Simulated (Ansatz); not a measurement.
# AuF3H6NPSi2: basis-set convergence

The task here is to estimate one member of a computed series from the others.

Program: Ansatz 0.2.0, Gaussian basis. Level of theory: one geometry, several basis sets. These are calculated values, not measurements.

Plan: PBE0-D4/def2-SVP; ωB97M-V/def2-SVP; PBE0-D4/def2-QZVPP; ωB97M-V/def2-QZVPP; the functionals' def2-TZVPP values are taken from earlier runs.

## Structure used throughout

All runs share one geometry, relaxed beforehand with PBE0-D4 in a triple-zeta def2 set. Au takes the def2 core potential; no spin-orbit term is included.

14 atoms, charge 0, spin multiplicity 1.

Atoms are counted from 1 here; the program's logs count them from 0.

Bond lengths: F1–P2 1.545 Å, P2–F3 1.544 Å, P2–F4 1.544 Å, P2–Au5 2.175 Å, Au5–N6 1.991 Å, N6–Si7 1.720 Å, N6–Si8 1.720 Å, Si7–H9 1.491 Å, Si7–H10 1.490 Å, Si7–H11 1.493 Å, Si8–H12 1.491 Å, Si8–H13 1.493 Å, Si8–H14 1.490 Å. Angles: F1–P2–F3 99.4°, F1–P2–F4 99.7°, F1–P2–Au5 118.6°, F3–P2–F4 99.9°, F3–P2–Au5 118.0°, F4–P2–Au5 117.6°, P2–Au5–N6 179.6°, Au5–N6–Si7 117.4°, Au5–N6–Si8 117.3°, Si7–N6–Si8 124.9°, N6–Si7–H9 111.0°, N6–Si7–H10 109.5°, N6–Si7–H11 113.2°, H9–Si7–H10 108.8°, H9–Si7–H11 106.5°, H10–Si7–H11 107.7°, N6–Si8–H12 111.0°, N6–Si8–H13 113.2° and more.

The first run:

File in.yaml:

```yaml
crystal:
  periodic: [false, false, false]
  atoms:
    - {symbol: F, position_ang: [-3.638346, 2.047717, 0.609046]}
    - {symbol: P, position_ang: [-2.169707, 2.148294, 1.077258]}
    - {symbol: F, position_ang: [-2.396817, 2.222480, 2.602947]}
    - {symbol: F, position_ang: [-1.901339, 3.638357, 0.775586]}
    - {symbol: Au, position_ang: [-0.735383, 0.695683, 0.327212]}
    - {symbol: N, position_ang: [0.571682, -0.634679, -0.370820]}
    - {symbol: Si, position_ang: [1.810843, -0.053917, -1.412632]}
    - {symbol: Si, position_ang: [0.488142, -2.231420, 0.262844]}
    - {symbol: H, position_ang: [1.254354, 0.875563, -2.436582]}
    - {symbol: H, position_ang: [2.457296, -1.202702, -2.106728]}
    - {symbol: H, position_ang: [2.878947, 0.700532, -0.692734]}
    - {symbol: H, position_ang: [-0.921112, -2.715352, 0.307454]}
    - {symbol: H, position_ang: [1.016597, -2.340150, 1.654653]}
    - {symbol: H, position_ang: [1.284834, -3.150396, -0.597515]}
basis:
  gaussian: {orbitals: def2-SVP}
hamiltonian: {xc: pbe0, dispersion: d4}
output: {orbitals: {seedname: orbitals}}
```

Started as:

```sh
> ansatz run in.yaml --threads 4 --pin off --events-out ev --progress --plain --max-ram 41984MiB --backend cpu
```

Steps of the session up to this table: PBE0-D4 in def2-SVP; ωB97M-V in def2-SVP; PBE0-D4 in def2-QZVPP; ωB97M-V in def2-QZVPP.

One table of the session follows, with a row left open; its other results are not shown here.

It belongs to the step «Functionals by basis». 

```
functional       basis  HOMO (eV)  LUMO (eV)
   PBE0-D4    def2-SVP      -6.76      -1.56
   PBE0-D4  def2-TZVPP          ?          ?
   PBE0-D4  def2-QZVPP      -6.94      -1.73
   ωB97M-V    def2-SVP      -8.89       0.13
   ωB97M-V  def2-TZVPP      -9.07      -0.04
   ωB97M-V  def2-QZVPP      -9.11      -0.15
```

**Question.** Estimate the row for PBE0-D4, def2-TZVPP.

**Answer.** HOMO (eV): -6.90; LUMO (eV): -1.68. In the column «HOMO (eV)» it lies between PBE0-D4, def2-QZVPP (-6.94) and PBE0-D4, def2-SVP (-6.76).
